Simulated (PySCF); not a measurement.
# C8H11NSe: NMR shifts in solvents

Aim: compute the NMR shifts of C8H11NSe (`CC1=C(C)[C@@H](C)[C@H](C#N)[Se]1`), and see what a dielectric continuum does where one was used.

The runs use PySCF 2.14.0, with density-fitted response routines of our own; the level of theory stands in each step. All values are computed, except where a source is named. Atoms count from 0, in the outputs and in this text.

### 1 The molecule as given

21 atoms, charge 0, multiplicity 1; geometry from: GFN2-xTB. The atoms were then displaced at random by about 0.01 Å, so the start is not that level's minimum.

Bonds of the start (Å): C0–C1 1.51, C1–C2 1.34, C2–C3 1.52, C2–C4 1.50, C4–C5 1.53, C4–C6 1.54, C6–C7 1.44, C7–N8 1.12, C6–Se9 2.00, Se9–C1 1.93, C0–H10 1.09, C0–H11 1.11, C0–H12 1.04, C3–H13 1.11, C3–H14 1.05, C3–H15 1.09, C4–H16 1.08, C5–H17 1.08, C5–H18 1.09, C5–H19 1.09, C6–H20 1.11.

### 2 Relaxing the molecule at PBE0-D3(BJ)/def2-SVP

What the job is given:

```
{"job": {"xc": "PBE0", "basis": "def2-SVP", "d3": "d3bj", "grid": 1, "shake": 0.01, "kind": "geom"}, "charge": 0, "multiplicity": 1}
C      2.470040     1.081590     0.473370
C      0.993810     0.800550     0.312750
C      0.389150    -0.302370    -0.143930
C      1.162060    -1.524570    -0.609430
C     -1.104540    -0.354530    -0.100170
C     -1.565150    -1.111950     1.148310
C     -1.628450     1.090500    -0.061450
C     -1.810440     1.621170    -1.388720
N     -1.949730     2.025990    -2.427540
Se    -0.234210     2.195570     0.842840
H      2.666630     1.313220     1.524570
H      2.715530     1.994760    -0.103170
H      3.036010     0.284360     0.130340
H      0.501500    -2.062420    -1.320350
H      2.069610    -1.283750    -1.077860
H      1.336310    -2.181540     0.237720
H     -1.485930    -0.838900    -0.986650
H     -1.162710    -2.118250     1.146700
H     -2.648940    -1.192830     1.183040
H     -1.238390    -0.601350     2.053490
H     -2.583330     1.187000     0.498560
```

Command:

```bash
OMP_NUM_THREADS=1 python probes_run.py task.json out
```

The driver reads the jobs from task.json and runs them one after another.

Output:

```text
step   0  E = -2766.48401733  max force = 0.088718
step   1  E = -2766.49490891  max force = 0.013259
step   2  E = -2766.49578952  max force = 0.002893
step   3  E = -2766.49593328  max force = 0.001937
step   4  E = -2766.49604588  max force = 0.001566
step   5  E = -2766.49622895  max force = 0.001466
step   6  E = -2766.49646666  max force = 0.001621
step   7  E = -2766.49665695  max force = 0.001214
step   8  E = -2766.49674641  max force = 0.000920
step   9  E = -2766.49678978  max force = 0.000596
step  10  E = -2766.49681321  max force = 0.000432
step  11  E = -2766.49683392  max force = 0.000379
step  12  E = -2766.49683617  max force = 0.000250
optimisation converged
```

Wall time 5.6 min (1 thread of Intel Xeon Platinum 8375C at 2.90GHz, shared host); peak memory 0.96 GiB.

Along the way:

```csv
step,energy from step 0 (eV),largest force component (eV/Å)
0,0.0000,4.5621
1,-0.2964,0.6818
2,-0.3203,0.1488
3,-0.3242,0.0996
4,-0.3273,0.0805
5,-0.3323,0.0754
6,-0.3388,0.0834
7,-0.3439,0.0624
8,-0.3464,0.0473
9,-0.3476,0.0306
10,-0.3482,0.0222
11,-0.3488,0.0195
12,-0.3488,0.0129
```

Close pairs (by a distance rule), those that changed most:

```csv
bond,before (Å),after (Å),change (Å)
C0–H12,1.036,1.098,+0.062
C3–H14,1.049,1.097,+0.048
C7–N8,1.124,1.158,+0.035
C2–C3,1.519,1.493,-0.026
C4–H16,1.080,1.104,+0.024
C6–Se9,1.996,1.972,-0.024
C0–C1,1.511,1.489,-0.022
C2–C4,1.495,1.517,+0.022
```

The next job starts from the end point, and lists it.

```csv
at the end point,value
point group (found at 0.08 Å tolerance),C1
"rotational constants (GHz, main isotopes)","1.034, 0.952, 0.734"
dipole moment (D),4.20
```

### 3 NMR shieldings: PBE0/pcSseg-1 in chloroform

What the job is given:

```
{"job": {"kind": "nmr", "xc": "PBE0", "basis": "pcSseg-1", "solvent": "chloroform", "pop": true}, "charge": 0, "multiplicity": 1}
C      2.879713     1.338650     0.434152
C      1.422636     1.041028     0.357596
C      0.798707    -0.059446    -0.097518
C      1.458305    -1.263824    -0.684061
C     -0.708872    -0.085488     0.069851
C     -1.101737    -0.813543     1.354429
C     -1.198529     1.375039     0.078661
C     -1.391542     1.899935    -1.264276
N     -1.563294     2.294271    -2.339647
Se     0.219741     2.391300     0.997993
H      3.186286     1.547619     1.472431
H      3.133983     2.228045    -0.164157
H      3.481922     0.495368     0.070325
H      1.139705    -1.407875    -1.730322
H      2.553574    -1.195873    -0.671551
H      1.172056    -2.178244    -0.137388
H     -1.173993    -0.598213    -0.789595
H     -0.694124    -1.834631     1.362891
H     -2.195633    -0.887743     1.453741
H     -0.704779    -0.279905     2.231594
H     -2.134473     1.490683     0.645296
```

Method: GIAO PBE0/pcSseg-1 NMR shielding, non-relativistic, IEF-PCM chloroform.

Output:

```text
coarse grid: 81088 points
cycle   1  E = -2766.6624309904  dE =  2.616e-01  |g| = 8.320e-01  |ddm| = 4.505e+00
cycle   2  E = -2766.5406989575  dE =  1.217e-01  |g| = 9.958e-01  |ddm| = 1.235e+00
cycle   3  E = -2766.7045491674  dE = -1.639e-01  |g| = 4.018e-01  |ddm| = 9.999e-01
cycle   4  E = -2766.7374055741  dE = -3.286e-02  |g| = 8.726e-02  |ddm| = 3.042e-01
cycle   5  E = -2766.7388497314  dE = -1.444e-03  |g| = 2.127e-02  |ddm| = 1.010e-01
cycle   6  E = -2766.7389621275  dE = -1.124e-04  |g| = 7.906e-03  |ddm| = 3.052e-02
cycle   7  E = -2766.7389764785  dE = -1.435e-05  |g| = 2.075e-03  |ddm| = 8.309e-03
cycle   8  E = -2766.7389774505  dE = -9.720e-07  |g| = 7.552e-04  |ddm| = 2.438e-03
final grid: 172824 points
cycle   9  E = -2766.7390062087  dE =  1.020e-07  |g| = 1.136e-03  |ddm| = 3.755e-03
cycle  10  E = -2766.7390055829  dE =  6.258e-07  |g| = 1.952e-03  |ddm| = 2.848e-03
cycle  11  E = -2766.7390065188  dE = -9.360e-07  |g| = 2.542e-04  |ddm| = 1.766e-03
cycle  12  E = -2766.7390065332  dE = -1.440e-08  |g| = 3.997e-05  |ddm| = 2.410e-04
cycle  13  E = -2766.7390065336  dE = -3.502e-10  |g| = 8.747e-06  |ddm| = 3.414e-05
converged SCF energy = -2766.7390065336

GIAO shielding tensors (ppm)
atom      isotropic    diamagn.    paramagn.     s11        s22        s33       span
  0 C      167.985     244.508     -76.523    148.660    167.973    187.320     38.660
  1 C       46.172     259.894    -213.722    -39.140     69.643    108.013    147.153
  2 C       43.885     261.411    -217.525    -46.090     54.184    123.560    169.650
  3 C      169.005     245.654     -76.649    151.104    169.725    186.186     35.083
  4 C      128.414     243.803    -115.389     96.255    137.905    151.082     54.827
  5 C      169.485     246.781     -77.296    148.078    173.866    186.513     38.435
  6 C      145.160     249.432    -104.272    119.553    150.107    165.821     46.267
  7 C       53.857     260.162    -206.305    -73.384    -60.803    295.759    369.144
  8 N      -24.094     341.493    -365.587   -188.753   -156.490    272.961    461.714
  9 Se    1302.058    2998.250   -1696.192    826.686   1010.539   2068.949   1242.262
 10 H       29.530      27.012       2.518     24.385     27.557     36.649     12.265
 11 H       29.232      27.035       2.197     23.891     27.618     36.186     12.295
 12 H       28.740      29.248      -0.508     23.269     28.515     34.435     11.166
 13 H       29.457      29.462      -0.006     24.561     27.343     36.467     11.906
 14 H       29.034      30.182      -1.148     23.647     29.221     34.234     10.588
 15 H       29.474      29.567      -0.093     24.242     28.428     35.752     11.510
 16 H       28.410      32.918      -4.508     25.152     27.249     32.828      7.676
 17 H       30.038      30.115      -0.077     24.497     28.812     36.804     12.307
 18 H       30.353      29.369       0.984     25.439     27.370     38.251     12.812
 19 H       29.750      30.134      -0.384     24.114     31.057     34.078      9.965
 20 H       27.932      29.598      -1.665     23.606     25.802     34.390     10.784
```

Wall time 64 s (1 thread of Intel Xeon Platinum 8375C at 2.90GHz, shared host); peak memory 1.3 GiB.

The references, computed at this level on geometries of the same kind, shield at (ppm): ¹H TMS 31.25, ¹³C TMS 185.2, ¹⁵N NH3 267.8, ⁷⁷Se Me2Se 1807. Their shielding less the atom's gives the shift. The references are single molecules in the same continuum, so shifts against H2O, NH3, PH3, H3PO4 or CFCl3 are not on the usual liquid scales and can be off by tens of ppm. Atoms listed in one row are averaged.

```csv
atoms,environment,σ (ppm),δ (ppm)
C2,fully substituted alkene carbon,43.9,141.3
C1,fully substituted alkene carbon,46.2,139.0
C7,nitrile carbon,53.9,131.3
C4,allylic sp3 CH,128.4,56.8
C6,"sp3 CH bonded to Se, α to a nitrile",145.2,40.0
C0,allylic methyl carbon,168.0,17.2
C3,allylic methyl carbon,169.0,16.2
C5,methyl carbon,169.5,15.7
H20,"hydrogen on an sp3 CH bonded to Se, α to a nitrile",27.93,3.31
H16,hydrogen on an allylic sp3 CH,28.41,2.84
"H10, H11, H12",hydrogen on an allylic methyl carbon,29.17,2.08
"H13, H14, H15",hydrogen on an allylic methyl carbon,29.32,1.93
"H17, H18, H19",hydrogen on a methyl carbon,30.05,1.20
N8,nitrile nitrogen,-24.1,291.9
Se9,"selenium bonded to 2 C, in a 5-membered ring",1302,505
```

The run also stored atomic charges by several schemes (e):

```csv
atoms,Mulliken,IAO,Hirshfeld,ESP fit
C0,-0.14,-0.42,-0.12,-0.35
C1,-0.34,-0.14,-0.03,-0.10
C2,-0.23,-0.02,-0.01,0.27
C3,-0.14,-0.42,-0.11,-0.56
C4,-0.22,-0.10,-0.02,-0.18
C5,-0.19,-0.41,-0.12,-0.35
C6,-0.35,-0.25,-0.02,-0.19
C7,0.25,0.16,0.07,0.36
N8,-0.31,-0.30,-0.27,-0.51
Se9,0.08,0.18,0.07,-0.07
```

Mayer bond orders: C0–C1 1.12, C1–C2 1.71, C2–C3 1.12, C2–C4 1.00, C4–C5 1.02, C4–C6 0.94, C6–C7 0.93, C7–N8 3.06, C6–Se9 1.03, Se9–C1 1.02.

Ring of atoms C1, C2, C4, C6, Se9: NICS(0) -5.8, NICS(1) -3.7, NICS(1)zz -1.2 ppm (means of both faces).

### 4 NMR shieldings: PBE0/pcSseg-1 in cyclohexane

Settings changed since step 3:

```diff
@@ -1,2 +1,2 @@
-{"job": {"kind": "nmr", "xc": "PBE0", "basis": "pcSseg-1", "solvent": "chloroform", "pop": true}, "charge": 0, "multiplicity": 1}
+{"job": {"kind": "nmr", "xc": "PBE0", "basis": "pcSseg-1", "solvent": "cyclohexane", "pop": false}, "charge": 0, "multiplicity": 1}
 C      2.879713     1.338650     0.434152
```

With the program's defaults for keys left out, this is: GIAO PBE0/pcSseg-1 NMR shielding, non-relativistic, IEF-PCM cyclohexane.

Output:

```text
coarse grid: 81088 points
cycle   1  E = -2766.6555573459  dE =  2.682e-01  |g| = 8.368e-01  |ddm| = 4.506e+00
cycle   2  E = -2766.5145953174  dE =  1.410e-01  |g| = 1.042e+00  |ddm| = 1.293e+00
cycle   3  E = -2766.6965315283  dE = -1.819e-01  |g| = 4.237e-01  |ddm| = 1.068e+00
cycle   4  E = -2766.7331318877  dE = -3.660e-02  |g| = 9.015e-02  |ddm| = 3.214e-01
cycle   5  E = -2766.7346662389  dE = -1.534e-03  |g| = 2.523e-02  |ddm| = 1.129e-01
cycle   6  E = -2766.7348304745  dE = -1.642e-04  |g| = 8.635e-03  |ddm| = 3.713e-02
cycle   7  E = -2766.7348473897  dE = -1.692e-05  |g| = 2.433e-03  |ddm| = 9.321e-03
cycle   8  E = -2766.7348487286  dE = -1.339e-06  |g| = 8.891e-04  |ddm| = 2.922e-03
final grid: 172824 points
cycle   9  E = -2766.7348776231  dE =  2.165e-07  |g| = 1.398e-03  |ddm| = 3.989e-03
cycle  10  E = -2766.7348765377  dE =  1.085e-06  |g| = 2.509e-03  |ddm| = 3.694e-03
cycle  11  E = -2766.7348780933  dE = -1.556e-06  |g| = 3.205e-04  |ddm| = 2.333e-03
cycle  12  E = -2766.7348781160  dE = -2.272e-08  |g| = 5.534e-05  |ddm| = 3.107e-04
cycle  13  E = -2766.7348781167  dE = -6.821e-10  |g| = 9.426e-06  |ddm| = 4.474e-05
converged SCF energy = -2766.7348781167

GIAO shielding tensors (ppm)
atom      isotropic    diamagn.    paramagn.     s11        s22        s33       span
  0 C      167.841     244.476     -76.636    148.610    167.755    187.158     38.549
  1 C       45.430     259.772    -214.342    -39.781     67.660    108.412    148.193
  2 C       45.184     261.337    -216.153    -44.579     56.439    123.692    168.271
  3 C      168.892     245.569     -76.677    151.190    169.543    185.943     34.753
  4 C      128.286     243.806    -115.520     96.285    137.859    150.712     54.427
  5 C      169.355     246.739     -77.384    147.911    173.911    186.242     38.330
  6 C      145.116     249.131    -104.015    119.514    149.989    165.845     46.331
  7 C       55.722     260.130    -204.408    -71.148    -57.936    296.250    367.397
  8 N      -31.311     340.775    -372.086   -198.748   -166.397    271.213    469.961
  9 Se    1290.831    2998.133   -1707.302    802.300   1013.171   2057.023   1254.723
 10 H       29.574      27.072       2.502     24.445     27.617     36.662     12.217
 11 H       29.219      27.038       2.182     23.895     27.609     36.155     12.260
 12 H       28.810      29.323      -0.513     23.362     28.606     34.463     11.101
 13 H       29.464      29.456       0.008     24.579     27.346     36.468     11.889
 14 H       29.086      30.230      -1.144     23.711     29.288     34.258     10.547
 15 H       29.544      29.637      -0.094     24.328     28.510     35.793     11.464
 16 H       28.493      32.969      -4.475     25.279     27.332     32.869      7.591
 17 H       30.103      30.178      -0.074     24.571     28.901     36.837     12.266
 18 H       30.433      29.454       0.979     25.539     27.475     38.284     12.745
 19 H       29.698      30.081      -0.383     24.064     31.014     34.016      9.952
 20 H       28.121      29.822      -1.701     23.798     26.056     34.508     10.710
```

Wall time 59 s (1 thread of Intel Xeon Platinum 8375C at 2.90GHz, shared host); peak memory 1.3 GiB.

In short: δ C2 139.6, C1 139.4, C7 129.1, C4 56.5, H20 3.14, H16 2.76 ppm.

### 5 Comparing the runs: NMR shifts

Shifts (ppm) of some atoms, chosen among heavy atoms and hydrogens apart, with basis size and wall time:

```csv
run,C2,C1,C7,H20,H16,N8,Se9,functions,time
PBE0/pcSseg-1 in chloroform,141.3,139.0,131.3,3.31,2.84,291.9,505,249,64 s
PBE0/pcSseg-1 in cyclohexane,139.6,139.4,129.1,3.14,2.76,298.2,500,249,59 s
```

The continuum's effect on the ground state:

```csv
solvent,ε,polarisation energy (Eh),μ (D)
cyclohexane,2.02,-0.0055,4.89
chloroform,4.71,-0.0105,5.30
```

### 6 Outcome

```
                                                                          quantity                                                  value
                                                                       point group                                                     C1
                                              rotational constants (main isotopes)                                   1.03, 0.95, 0.73 GHz
                                ¹³C shifts against TMS (PBE0/pcSseg-1, chloroform)  141.3, 139.0, 131.3, 56.8, 40.0, 17.2, 16.2, 15.7 ppm
¹H shifts against TMS (PBE0/pcSseg-1, chloroform, means over atoms taken as alike)                       3.31, 2.84, 2.08, 1.93, 1.20 ppm
                                ¹⁵N shifts against NH3 (PBE0/pcSseg-1, chloroform)                                              291.9 ppm
                             ⁷⁷Se shifts against Me2Se (PBE0/pcSseg-1, chloroform)                                                505 ppm
                                                          range of the shift of N8                                     291.9 to 298.2 ppm
```

In words: Over 12 steps the energy fell by 0.349 eV; of the close pairs, C0–H12 changed most, 1.036 to 1.098 Å. At PBE0/pcSseg-1: Shielding is most anisotropic at Se9 (span 1242 ppm, paramagnetic term -1696 ppm). Across the 2 runs the shift of N8 moves most, between 291.9 (PBE0/pcSseg-1 in chloroform) and 298.2 ppm (PBE0/pcSseg-1 in cyclohexane). The continuum holds electrostatics alone: no hydrogen bonds to the solvent, and the gas-phase geometry is kept. Spin-orbit coupling is left out, which matters for shieldings and couplings at and beside the heavy atoms.
